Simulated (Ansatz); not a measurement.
A nudged elastic band was laid between two geometries of a periodic cell of 17 atoms, InW$_{8}$C$_{8}$ (surface WC(001), adsorbate In).

Level of theory: DFT PBE, scalar-relativistic, plane waves, PAW in Ansatz 0.2.0. Settings: PAW set soft_1, cutoff 420 eV, k mesh 3x3x1, gaussian smearing 0.05 eV, no spin polarisation.

```yaml
movable_images: 3
climbing_image: yes
spring: 5.0 eV/Å²
optimiser: fire
start_path: default
force_threshold: 0.05 eV/Å
iteration_limit: 50
end_points: relaxed
atoms_held: 1, 5, 9, 13
largest_step: 1.0 Å
```

Initial state:

```xyz
17
Lattice="5.8006 0.0000 0.0000 -2.9003 5.0235 0.0000 0.0000 0.0000 15.2467" Properties=species:S:1:pos:R:3
W 0.000 0.000 1.000
C 1.447 0.841 2.315
W 0.004 -0.012 3.860
C 1.469 0.800 4.969
W -1.450 2.512 1.000
C -0.004 3.356 2.319
W -1.445 2.502 3.889
C 0.013 3.285 5.043
W 2.900 0.000 1.000
C 4.347 0.841 2.326
W 2.905 -0.011 3.860
C 4.374 0.803 5.035
W 1.450 2.512 1.000
C 2.899 3.355 2.316
W 1.454 2.506 3.855
C 2.926 3.287 5.047
In 1.498 4.055 6.777
```

Final state:

Only the atoms that move by more than 0.05 Å are listed.
```
C4 1.476 0.776 5.047
C16 2.919 3.312 4.969
In17 2.948 6.567 6.777
```

Q: What changes between the two ends?

A: The atom that moves furthest is In17, by 2.90 Å; four of its nearest neighbours are C16 2.37, C8 2.41, C12 2.48, W15 3.31 Å at the first end and C4 2.37, C12 2.41, C8 2.48, W3 3.31 Å at the last.

Q: What energy profile does the band end with?

A: It converged. The highest image is number 2 of 0 to 4, 0.221 eV above the ends, which have the same energy within 2 meV. The order of the point at the top wasn't checked. Limits of this set-up: coarse k mesh, thin slab, slab without dipole correction, odd electron count without spin, a typed lattice constant that wasn't relaxed here.

```tsv
image	path coordinate (Å)	energy (eV)	W11–In17 (Å)	C16–In17 (Å)	C4–In17 (Å)
0	0.00	0.000	3.41	2.37	3.72
1	0.84	0.103	3.68	2.35	3.22
2	1.69	0.221	4.08	2.48	2.51
3	2.46	0.128	4.24	3.13	2.35
4	3.23	0.000	4.35	3.72	2.37
```

Q: What is the geometry of the highest image?

A: 
```xyz
17
Lattice="5.8006 0.0000 0.0000 -2.9003 5.0235 0.0000 0.0000 0.0000 15.2467" Properties=species:S:1:pos:R:3
W 0.000 0.000 1.000
C 1.452 0.841 2.320
W -0.022 0.011 3.803
C 1.380 0.848 5.026
W -1.450 2.512 1.000
C 0.002 3.347 2.316
W -1.470 2.519 3.886
C -0.072 3.386 5.004
W 2.900 0.000 1.000
C 4.345 0.839 2.314
W 2.883 0.009 3.888
C 4.323 0.852 5.034
W 1.450 2.512 1.000
C 2.897 3.344 2.320
W 1.424 2.525 3.898
C 2.855 3.400 5.028
In 2.774 5.068 6.863
```

The run took 14 min on 4 threads of Arm Neoverse V1, on a shared host, peak memory 2.1 GiB.
